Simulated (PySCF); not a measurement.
# CrH₂: quintet, from a bent start

Aim: relax CrH₂ as a quintet from a bent start, check by its vibrations whether the end is a minimum, and collect its spectrum and constants.

Program: PySCF 2.14.0. Level of theory: B3LYP, basis Cr def2-TZVP, H def2-TZVP, no relativity, density fitting. These are calculated values, not measurements.

### 1 Where the work starts

3 atoms, charge 0, spin multiplicity 5.

Bond lengths: Cr1–H2 1.540 Å, Cr1–H3 1.540 Å. Angles: H2–Cr1–H3 110.0°.

```xyz
3
charge 0 multiplicity 5
Cr    0.0000    0.0000    0.0000
H     1.2615    0.0000    0.8833
H    -1.2615    0.0000    0.8833
```

### 2 Finding the electronic state

The steps below are one call of a driver around PySCF. For each, scf.py gives the equivalent set-up of the SCF; relaxations use the driver's own optimiser. After this first run the driver tries any further starts and a stability analysis.

scf.py

```python
from pyscf import gto, scf, dft
mol = gto.M(atom='''
Cr     0.000000     0.000000     0.000000
H      1.261500     0.000000     0.883300
H     -1.261500     0.000000     0.883300''',
    basis={'Cr': 'def2-TZVP', 'H': 'def2-TZVP'},
    charge=0, spin=4)
mf = dft.UKS(mol, xc='B3LYP')
mf.grids.atom_grid = (50, 194)
aux = {'Cr': 'def2-universal-JKFIT', 'H': 'def2-universal-JKFIT'}
mf = mf.density_fit(auxbasis=aux)
mf.conv_tol = 1e-08
mf.diis_space = 10
mf.max_cycle = 60
mf.init_guess = 'minao'
mf.verbose = 4
mf.kernel()
```

Command:

```console
> OMP_NUM_THREADS=2 python axn.py task.json out
```

What it wrote:

```text
init E= -1045.13359123828
[... the frontier-level lines of each cycle are left out ...]
cycle= 1 E= -1045.27786561606  delta_E= -0.144  |g|= 1.02  |ddm|= 1.48
cycle= 2 E= -1041.08537249396  delta_E= 4.19  |g|= 2.78  |ddm|= 4.86
cycle= 3 E= -1045.53973245558  delta_E= -4.45  |g|= 0.415  |ddm|= 4.82
cycle= 4 E= -1045.60945225331  delta_E= -0.0697  |g|= 0.143  |ddm|= 0.425
cycle= 5 E= -1045.61717475192  delta_E= -0.00772  |g|= 0.0345  |ddm|= 0.0851
cycle= 6 E= -1045.61768552254  delta_E= -0.000511  |g|= 0.0124  |ddm|= 0.0249
cycle= 7 E= -1045.61782938518  delta_E= -0.000144  |g|= 0.00541  |ddm|= 0.0188
cycle= 8 E= -1045.61786299855  delta_E= -3.36e-05  |g|= 0.00248  |ddm|= 0.0105
cycle= 9 E= -1045.61786759098  delta_E= -4.59e-06  |g|= 0.000661  |ddm|= 0.0045
cycle= 10 E= -1045.61786777764  delta_E= -1.87e-07  |g|= 0.000182  |ddm|= 0.000458
cycle= 11 E= -1045.6178677945  delta_E= -1.69e-08  |g|= 8.59e-06  |ddm|= 0.0002
cycle= 12 E= -1045.61786779465  delta_E= -1.48e-10  |g|= 1.87e-06  |ddm|= 2.75e-05
Extra cycle  E= -1045.61786779465  delta_E= -4.09e-12  |g|= 1.63e-06  |ddm|= 5.21e-06
converged SCF energy = -1045.61786779465  <S^2> = 6.077953  2S+1 = 5.0310846
```

This step, with its further starts and checks, took 5.2 s on 2 threads of Arm Neoverse V2, shared host.

Energies from each starting density:

| start | energy (Eh) |
| --- | --- |
| the minimal-basis guess | -1045.617868 |
| a thermally smeared density | -1045.617868 |
| a smeared PBE density | -1045.617868 |

The test of internal stability and the other starts found no lower solution of this spin.

### 3 Bent start, quintet: relaxation

The program finds C2v symmetry in the start, which this walk keeps. The walk stops when the largest gradient is under 0.0003 Eh/bohr and the energy has settled too.

Changes to scf.py since step 2:

```diff
@@ -3,3 +3,3 @@
-Cr     0.000000     0.000000     0.000000
-H      1.261500     0.000000     0.883300
-H     -1.261500     0.000000     0.883300''',
+Cr     0.000000     0.000000    -0.032998
+H      1.261500     0.000000     0.850302
+H     -1.261500     0.000000     0.850302''',
@@ -15 +14,0 @@
-mf.init_guess = 'minao'
```

Energy and gradient, step by step:

| step | energy (Eh) | change (kJ/mol) | largest symmetric gradient (Eh/bohr) |
| --- | --- | --- | --- |
| 0 | -1045.617868 | 0.00 | 0.03118 |
| 1 | -1045.621208 | -8.77 | 0.01586 |
| 2 | -1045.622740 | -12.79 | 0.00254 |
| 3 | -1045.622825 | -13.02 | 0.00056 |
| 4 | -1045.622839 | -13.05 | 0.00081 |
| 5 | -1045.622845 | -13.07 | 0.00046 |
| 6 | -1045.622846 | -13.07 | 0.00010 |

The walk took 5.2 s.

It settles in C2v symmetry, 13.1 kJ/mol below the start, after 6 steps: Cr–H 1.647 Å (×2); H–Cr–H 111.7°.

### 4 Vibrations and properties at this point

The point is checked on the finer grid, and tightened if its gradient asks for it. The Hessian and the dipole derivatives come from central differences of analytic gradients, with steps of 0.02 bohr.

Changes to scf.py since step 3:

```diff
@@ -3,3 +3,3 @@
-Cr     0.000000     0.000000    -0.032998
-H      1.261500     0.000000     0.850302
-H     -1.261500     0.000000     0.850302''',
+Cr     0.000000     0.000000    -0.034498
+H      1.363431     0.000000     0.889574
+H     -1.363431     0.000000     0.889574''',
@@ -9 +9 @@
-mf.grids.atom_grid = (50, 194)
+mf.grids.atom_grid = (75, 302)
@@ -12 +12 @@
-mf.conv_tol = 1e-08
+mf.conv_tol = 1e-10
```

This SCF starts from the last density.

SCF at the final geometry:

```text
init E= -1045.62283311429
[... the frontier-level lines of each cycle are left out ...]
cycle= 1 E= -1045.62283311427  delta_E= 1.75e-11  |g|= 9.43e-06  |ddm|= 7.25e-06
Extra cycle  E= -1045.62283311411  delta_E= 1.63e-10  |g|= 2.45e-05  |ddm|= 1.78e-05
converged SCF energy = -1045.62283311411  <S^2> = 6.1066357  2S+1 = 5.0424739
```

The whole step took 14 s.

Geometry: C2v; Cr–H 1.647 Å (×2); H–Cr–H 111.7°.

Harmonic modes (main isotopes):

```csv
symmetry,ω (cm⁻¹),IR (km/mol),type
a1,619,132,bend
b2,1670,300,stretch
a1,1686,82.5,stretch
```

All wavenumbers are real: a minimum.

Properties at this point:

```
Dipole moment                                                   : 3.36 D
Highest occupied level                                          : -6.21 eV
Lowest empty level                                              : -2.49 eV
Rotational constants                                            : 10.17, 4.499, 3.12 cm⁻¹
Zero-point energy                                               : 23.8 kJ/mol
Principal polarisabilities                                      : 30.6, 38.8, 46.6 bohr³
Atomisation energy without zero-point energy                    : 443 kJ/mol
Principal traceless quadrupole moments about the centre of mass : -4.03, 1.21, 2.82 D Å
Entropy at 298.15 K and 1 bar (electronic part: spin only)      : 231.1 J/(mol K)
Heat capacity Cp at 298.15 K                                    : 37.7 J/(mol K)
Enthalpy at 298.15 K above 0 K                                  : 10.32 kJ/mol
Rotational symmetry number                                      : 2
Spin squared ⟨S²⟩                                               : 6.107
```

Populations by atom (charges in e):

```json
{"atom": "Cr1", "Mulliken": "0.37", "Löwdin": "0.29", "polar tensor": "0.76", "spin (Mulliken)": "4.42", "Mayer order to Cr1": "–"}
{"atom": "H2,3", "Mulliken": "-0.19", "Löwdin": "-0.14", "polar tensor": "-0.38", "spin (Mulliken)": "-0.21", "Mayer order to Cr1": "0.92"}
```

Outer orbital energies (eV). α occupied: -51.04, -51.00, -8.37, -7.65, -7.04, -6.82, -6.81, -6.21; empty: -2.49, -1.52, 0.58, 1.79. β occupied: -569.63, -569.30, -75.07, -46.60, -46.54, -45.78, -8.17, -7.31; empty: -1.62, -0.91, -0.34, -0.30.

Mulliken populations on Cr1: s 6.81, p 12.18, d 4.64, f 0.00.

### 5 Summary of results

```
                                          quantity                             value
                                           minimum                      quintet, C2v
                                          geometry  Cr–H 1.647 Å (×2); H–Cr–H 111.7°
                                wavenumbers (cm⁻¹)    619 (a1), 1670 (b2), 1686 (a1)
                                     dipole moment                            3.36 D
highest occupied, lowest empty level (either spin)                   -6.21, -2.49 eV
                        polar-tensor charge of Cr1                           +0.76 e
                                 zero-point energy                       23.8 kJ/mol
                               entropy at 298.15 K                   231.1 J/(mol K)
         atomisation energy (no zero-point energy)                        443 kJ/mol
                                              ⟨S²⟩                             6.107
```

**Reading.** The molecule stays C2v, as typed, and the end point is a minimum. In the infrared the band at 1670 cm⁻¹ (b2, stretch) leads. Most of the spin sits on Cr1 (Mulliken spin 4.42, against 4 for the whole molecule). Only this shape and spin were tried, so other structures or states may lie lower. One determinant may miss the lowest occupation of an open d or f shell.

The search up to here took 25 s.
